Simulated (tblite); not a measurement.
# H15P31: the cost of one run

Programs: tblite 0.8.0 and PySCF 2.14.0, with routines of our own; each step states its level. All values are computed. Atoms count from 0.

## (1) The starting structure

46 atoms, charge 0, multiplicity 1; geometry from: force field, distance geometry or constructed start.

## (2) Optimising the geometry with GFN2-xTB

What the job is given:

```
{"job": {"kind": "relax", "xc": "GFN2-xTB", "basis": "xTB"}, "charge": 0, "multiplicity": 1}
P      3.597700     0.100900    -0.625400
P      1.953300     1.050000     0.609300
P      0.325300     0.100400    -0.622800
P      0.319400    -1.782400     0.610000
P      1.955500    -2.732700    -0.620400
P      3.589500    -1.787300     0.613600
P     -1.316100    -2.729800    -0.627100
P     -1.312800    -4.618200     0.617700
P      0.322800    -5.567700    -0.624200
P      1.953700    -4.621700     0.617800
P     -1.318300     1.046200     0.614100
P     -2.955000     0.100700    -0.623800
P     -2.955900    -1.786100     0.621200
P      5.231300     2.936300    -0.626500
P      3.590600     3.886700     0.616400
P      1.954600     2.937500    -0.617500
P      5.229500     1.049300     0.617100
P      3.591700     5.767600    -0.624800
P      1.955900     6.717500     0.618700
P      0.322900     5.771900    -0.621100
P      0.317800     3.885400     0.617700
P     -1.317100     6.717200     0.616000
P     -2.949100     5.775600    -0.617200
P     -2.956700     3.877300     0.614700
P     -1.315700     2.939500    -0.622900
P     -4.594900     2.936000    -0.621300
P     -4.588100     1.049700     0.615500
P     -2.953100    -5.565000    -0.622600
P     -2.951900    -7.454700     0.614200
P     -1.315100    -8.399400    -0.620400
P      0.323700    -7.454500     0.615100
H      4.604500    -2.370700    -0.151800
H      2.969100    -5.206000    -0.153900
H     -3.964000    -2.373300    -0.148300
H      6.243900     3.523900     0.141000
H      6.243200     0.464400    -0.154900
H      4.605600     6.356300     0.140200
H      1.957400     7.888700    -0.154600
H     -1.315100     7.882300    -0.152100
H     -3.970900     6.359600     0.145500
H     -5.602500     3.519800     0.148100
H     -5.596500     0.456600    -0.148300
H     -3.961200    -4.979400     0.140700
H     -3.963500    -8.040800    -0.153800
H     -1.319900    -9.568600     0.146700
H      1.331900    -8.038700    -0.155400
```

Run with:

```bash
OMP_NUM_THREADS=8 python large_run.py task.json out
```

The driver reads the jobs from task.json and runs them one after another.

**Question.** How long does this first job take on 8 threads of Intel Xeon Platinum 8488C, shared host, and how much memory does it need?

About 15 s, with a peak of 0.17 GiB.
